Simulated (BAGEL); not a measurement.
**C2H6AlCl (dimethylaluminum chloride): HF/3-21G (density fitting with qzvpp-jkfit)**

What is the vertical ionisation energy of C2H6AlCl (dimethylaluminum chloride) at HF/3-21G (density fitting with qzvpp-jkfit)? 

Program for the calculation: BAGEL 1.2.2.

8 further runs of the same task are left out: 6 that didn't finish, 2 set aside as unsound or not needed.

### 1 Starting point

C2H6AlCl has 10 atoms, charge 0, and is taken as a singlet. As SMILES, `[CH3][Al]([CH3])[Cl]`. The shape is that of a PBE0-D4/def2-TZVP optimisation.

Bond lengths: C1–Al2 1.942 Å, Al2–C3 1.942 Å, Al2–Cl4 2.114 Å, C1–H5 1.092 Å, C1–H6 1.095 Å, C1–H7 1.095 Å, C3–H8 1.095 Å, C3–H9 1.093 Å, C3–H10 1.094 Å. Some angles: C1–Al2–C3 125.8°, C1–Al2–Cl4 117.8°, C3–Al2–Cl4 116.4°, Al2–C1–H5 112.5°, Al2–C1–H6 110.7°, Al2–C1–H7 110.7°, Al2–C3–H8 110.7°, Al2–C3–H9 112.6°, Al2–C3–H10 110.7°, H5–C1–H6 108.1°.

### 2 A single-point energy at HF/3-21G (density fitting with qzvpp-jkfit)

The input, calc.json:

```json
{ "bagel": [

{
  "title": "molecule",
  "basis": "3-21g",
  "df_basis": "qzvpp-jkfit",
  "angstrom": true,
  "geometry": [
    { "atom": "C", "xyz": [      -0.517700,       1.358200,      -0.989200 ] },
    { "atom": "Al", "xyz": [      -0.252300,      -0.446600,      -0.322400 ] },
    { "atom": "C", "xyz": [       0.742200,      -0.932200,       1.273500 ] },
    { "atom": "Cl", "xyz": [      -1.112300,      -2.038200,      -1.415400 ] },
    { "atom": "H", "xyz": [      -1.121400,       1.383800,      -1.898300 ] },
    { "atom": "H", "xyz": [      -1.010200,       1.981400,      -0.235400 ] },
    { "atom": "H", "xyz": [       0.443800,       1.835600,      -1.206000 ] },
    { "atom": "H", "xyz": [       0.102400,      -1.471200,       1.979300 ] },
    { "atom": "H", "xyz": [       1.158700,      -0.063300,       1.788800 ] },
    { "atom": "H", "xyz": [       1.566900,      -1.607500,       1.025200 ] }
  ]
},

{
  "title": "hf"
},

{
  "title": "print",
  "file": "orbitals.molden",
  "orbitals": true
}

]}
```

Run with:

```sh
$ BAGEL_NUM_THREADS=1 BAGEL calc.json > calc.out
```

What it wrote:

```text
* using 1 threads per process

  ===============================================================
  ===============================================================

  *** Geometry ***

  { "atom" : "C", "xyz" : [     -0.978311,      2.566626,     -1.869317 ] },
  { "atom" : "Al", "xyz" : [     -0.476778,     -0.843952,     -0.609248 ] },
  { "atom" : "C", "xyz" : [      1.402555,     -1.761603,      2.406566 ] },
  { "atom" : "Cl", "xyz" : [     -2.101942,     -3.851640,     -2.674718 ] },
  { "atom" : "H", "xyz" : [     -2.119139,      2.615003,     -3.587267 ] },
  { "atom" : "H", "xyz" : [     -1.909001,      3.744303,     -0.444842 ] },
  { "atom" : "H", "xyz" : [      0.838660,      3.468781,     -2.279010 ] },
  { "atom" : "H", "xyz" : [      0.193508,     -2.780165,      3.740335 ] },
  { "atom" : "H", "xyz" : [      2.189626,     -0.119620,      3.380342 ] },
  { "atom" : "H", "xyz" : [      2.961012,     -3.037735,      1.937347 ] },

  Number of auxiliary basis functions:      514

  Since a DF basis is specified, we compute 2- and 3-index integrals:
    o Being stored without compression. Storage requirement is 0.013 GB

  Number of basis functions:       56
  Number of electrons      :       48

    * METHOD: MOLECULE                             0.15

  *** RHF ***

  === Nuclear Repulsion ===
   189.7622432949

      * DIIS with orbital gradients will be used.

  === RHF iteration (3-21g) ===
      0       -776.69206530          0.01796549           0.04
      1       -776.77275015          0.00562364           0.03
      2       -776.78250284          0.00116499           0.03
      3       -776.78300430          0.00010982           0.03
      4       -776.78301379          0.00003143           0.03
      5       -776.78301472          0.00000305           0.03
      6       -776.78301473          0.00000087           0.03
      7       -776.78301473          0.00000011           0.03
      8       -776.78301473          0.00000003           0.03
      9       -776.78301473          0.00000001           0.03
     10       -776.78301473          0.00000000           0.03
    * SCF iteration converged.

    * Permanent dipole moment:
           (   -0.536307,    -0.984056,    -0.682454) a.u.

    * METHOD: HF                                   0.45

    * METHOD: PRINT                                0.00

  ===============================================================
```

Wall time 0.75 s (1 thread of Intel Xeon 6975P-C (Granite Rapids), shared host); peak memory 0.099 GiB.

### 3 The doublet cation at the same level

The input, hf.json:

```json
{ "bagel" : [

{
  "title" : "molecule",
  "basis" : "3-21g",
  "df_basis" : "qzvpp-jkfit",
  "angstrom" : true,
  "geometry" : [
    { "atom" : "C", "xyz" : [      -0.517700,       1.358200,      -0.989200 ] },
    { "atom" : "Al", "xyz" : [      -0.252300,      -0.446600,      -0.322400 ] },
    { "atom" : "C", "xyz" : [       0.742200,      -0.932200,       1.273500 ] },
    { "atom" : "Cl", "xyz" : [      -1.112300,      -2.038200,      -1.415400 ] },
    { "atom" : "H", "xyz" : [      -1.121400,       1.383800,      -1.898300 ] },
    { "atom" : "H", "xyz" : [      -1.010200,       1.981400,      -0.235400 ] },
    { "atom" : "H", "xyz" : [       0.443800,       1.835600,      -1.206000 ] },
    { "atom" : "H", "xyz" : [       0.102400,      -1.471200,       1.979300 ] },
    { "atom" : "H", "xyz" : [       1.158700,      -0.063300,       1.788800 ] },
    { "atom" : "H", "xyz" : [       1.566900,      -1.607500,       1.025200 ] }
  ]
},

{ "title" : "uhf", "charge" : 1, "nopen" : 1 },

{ "title" : "print", "file" : "orbitals.molden", "orbitals" : true }

]}
```

Run with:

```sh
$ BAGEL_NUM_THREADS=1 BAGEL hf.json > hf.out
```

What it wrote:

```text
* using 1 threads per process

  ===============================================================
  ===============================================================

  *** Geometry ***

  { "atom" : "C", "xyz" : [     -0.978311,      2.566626,     -1.869317 ] },
  { "atom" : "Al", "xyz" : [     -0.476778,     -0.843952,     -0.609248 ] },
  { "atom" : "C", "xyz" : [      1.402555,     -1.761603,      2.406566 ] },
  { "atom" : "Cl", "xyz" : [     -2.101942,     -3.851640,     -2.674718 ] },
  { "atom" : "H", "xyz" : [     -2.119139,      2.615003,     -3.587267 ] },
  { "atom" : "H", "xyz" : [     -1.909001,      3.744303,     -0.444842 ] },
  { "atom" : "H", "xyz" : [      0.838660,      3.468781,     -2.279010 ] },
  { "atom" : "H", "xyz" : [      0.193508,     -2.780165,      3.740335 ] },
  { "atom" : "H", "xyz" : [      2.189626,     -0.119620,      3.380342 ] },
  { "atom" : "H", "xyz" : [      2.961012,     -3.037735,      1.937347 ] },

  Number of auxiliary basis functions:      514

  Since a DF basis is specified, we compute 2- and 3-index integrals:
    o Being stored without compression. Storage requirement is 0.013 GB

  Number of basis functions:       56
  Number of electrons      :       48

    * METHOD: MOLECULE                             0.17

  *** Open-shell HF ***

  === Nuclear Repulsion ===
   189.7622432949

      * DIIS with orbital gradients will be used.

  === UHF iteration (3-21g) ===
      0       -776.33729798          0.02420853           0.06
      1       -776.40806232          0.00695671           0.06
      2       -776.41543131          0.00250889           0.06
      3       -776.41693474          0.00074643           0.06
      4       -776.41737114          0.00028444           0.06
      5       -776.41747437          0.00017427           0.06
      6       -776.41755477          0.00006118           0.06
      7       -776.41756096          0.00003295           0.06
      8       -776.41756294          0.00001349           0.06
      9       -776.41756322          0.00000786           0.06
     10       -776.41756329          0.00000566           0.06
     11       -776.41756332          0.00000515           0.07
     12       -776.41756337          0.00000441           0.06
     13       -776.41756342          0.00000303           0.06
     14       -776.41756345          0.00000177           0.06
     15       -776.41756347          0.00000108           0.06
     16       -776.41756348          0.00000057           0.06
     17       -776.41756348          0.00000023           0.07
     18       -776.41756348          0.00000013           0.06
     19       -776.41756348          0.00000008           0.06
     20       -776.41756348          0.00000006           0.06
     21       -776.41756348          0.00000004           0.06
     22       -776.41756348          0.00000003           0.06
     23       -776.41756348          0.00000002           0.06
     24       -776.41756348          0.00000002           0.06
     25       -776.41756348          0.00000001           0.06
     26       -776.41756348          0.00000001           0.06
    * SCF iteration converged.

    * S^2 (UHF) is 0.8109

    * Permanent dipole moment:
           (   -1.165564,    -2.098707,    -1.488486) a.u.

    * METHOD: UHF                                  1.80

    * METHOD: PRINT                                0.00

  ===============================================================
```

Run time: 2.1 s. Hardware: 1 thread of Intel Xeon 6975P-C (Granite Rapids), shared host; peak memory 0.099 GiB.

### 4 Outcome

Level: HF/3-21G (density fitting with qzvpp-jkfit).

| quantity | value |
| --- | --- |
| singlet C2H6AlCl: total energy | -776.78301 Eh |
| singlet C2H6AlCl: dipole moment | 3.34 D |
| singlet C2H6AlCl: HOMO energy | -11.01 eV |
| singlet C2H6AlCl: LUMO energy | 1.99 eV |
| singlet C2H6AlCl: HOMO–LUMO gap | 13.00 eV |
| doublet cation: total energy | -776.41756 Eh |
| doublet cation: ⟨S²⟩ | 0.811 |
| vertical ionisation energy (to the doublet cation) | 9.944 eV |

The vertical ionisation energy comes to 9.94 eV (229 kcal/mol). −ε(HOMO) before ionisation, 11.01 eV, is 1.06 eV above this ionisation energy.
